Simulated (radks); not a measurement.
# Kr³⁵⁺ in 1s1: an all-electron calculation

Wanted: eigenvalues, radial structure and energy terms of the krypton ion Kr35+.

Program: radks (a radial shooting solver on a logarithmic mesh, Libxc functionals) version 1. Level of theory: scalar-relativistic Kohn-Sham, BLYP, spin-polarised, spherical densities, point nucleus; open shells are filled with parallel spins first. These are calculated values, not measurements, unless marked.

## Step 1: Starting point

```
element       : krypton (Z = 36)
charge        : +35
electrons     : 1
configuration : 1s1
```

Outer shells as boxes (Hund's rule):

Kr³⁵⁺
```
1s [↑ ]
```

## Step 2: The run

The run's settings:

```text
Z 36
configuration 1s1
relativity scalar-relativistic
functional b88,lyp
spin polarised
nucleus point
c 137.035999084
```

**Question.** What will this run give?

**Answer**, as computed:

```
                        quantity                     value
                    total energy        -659.51019 hartree
exchange-correlation share of it                    1.74 %
                            −T/E                    1.0364
          highest occupied level        1s up, -17715.4 eV
    most extended occupied level  1s up, <r> = 0.0407 bohr
 radius at density 0.001 e/bohr³                0.228 bohr
    maxima of the radial density                         1
         ionisation energy, NIST       17936.2 (theory) eV
```

**Reading.** The radial density shows 1 maxima for 1 occupied principal shells. −T/E is 1.036: with relativity the kinetic term as defined here no longer equals −E. The top level binds by 17715.4 eV, 99 % of the NIST ionisation energy of 17936.2 eV. 
